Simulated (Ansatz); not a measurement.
# CH6ClFSi2: the cost of one run

All numbers below are computed with Ansatz 0.2.0 (RHF/STO-3G).

## (1) The system as given

Bond lengths: F1–Si2 1.565 Å, Si2–Cl3 2.030 Å, Si2–C4 1.802 Å, C4–Si5 1.854 Å, Si2–H6 1.501 Å, C4–H7 1.136 Å, C4–H8 1.072 Å, Si5–H9 1.529 Å, Si5–H10 1.485 Å, Si5–H11 1.454 Å. Angles (14 of 18 angles, heavy atoms first): F1–Si2–Cl3 106.3°, F1–Si2–C4 113.4°, Cl3–Si2–C4 107.8°, Si2–C4–Si5 106.6°, F1–Si2–H6 109.9°, Cl3–Si2–H6 107.5°, C4–Si2–H6 111.5°, Si2–C4–H7 109.6°, Si2–C4–H8 114.7°, Si5–C4–H7 107.7°, Si5–C4–H8 110.7°, C4–Si5–H9 112.4°, C4–Si5–H10 108.5°, C4–Si5–H11 110.9°.

Structure file:

```xyz
11

F    -0.3135    0.0384    2.2901
Si    0.7256   -0.3604    1.1902
Cl    1.6253   -2.0584    1.8454
C    -0.0252   -0.7163   -0.4083
Si   -0.7306    0.8827   -1.0284
H     1.7840    0.6978    1.0783
H    -0.8871   -1.4440   -0.2706
H     0.6413   -1.1425   -1.1313
H    -1.7376    1.4917   -0.0527
H     0.3785    1.8584   -1.1843
H    -1.3953    0.6955   -2.3078
```

## (2) Relaxing the start

The input, input.yaml:

```yaml
crystal:
  periodic: [false, false, false]
  atoms:
    - { symbol: F, position_ang: [-0.3135, 0.0384, 2.2901] }
    - { symbol: Si, position_ang: [0.7256, -0.3604, 1.1902] }
    - { symbol: Cl, position_ang: [1.6253, -2.0584, 1.8454] }
    - { symbol: C, position_ang: [-0.0252, -0.7163, -0.4083] }
    - { symbol: Si, position_ang: [-0.7306, 0.8827, -1.0284] }
    - { symbol: H, position_ang: [1.784, 0.6978, 1.0783] }
    - { symbol: H, position_ang: [-0.8871, -1.444, -0.2706] }
    - { symbol: H, position_ang: [0.6413, -1.1425, -1.1313] }
    - { symbol: H, position_ang: [-1.7376, 1.4917, -0.0527] }
    - { symbol: H, position_ang: [0.3785, 1.8584, -1.1843] }
    - { symbol: H, position_ang: [-1.3953, 0.6955, -2.3078] }
basis:
  gaussian: { orbitals: STO-3G }
hamiltonian:
  xc: hf
relax:
  f_tol: 0.02
  max_steps: 40
scf:
  lower_state_search: "off"
```

Launch:

```console
$ ansatz run input.yaml --threads 1 --pin off --max-ram 2048MiB --backend cpu --events-out ev --progress --plain --runs-dir out
```

**Question.** How long does this run take on 1 thread of Arm Neoverse V1, shared host, and how much memory does it need?

About 16 s, with a peak of 0.13 GiB.
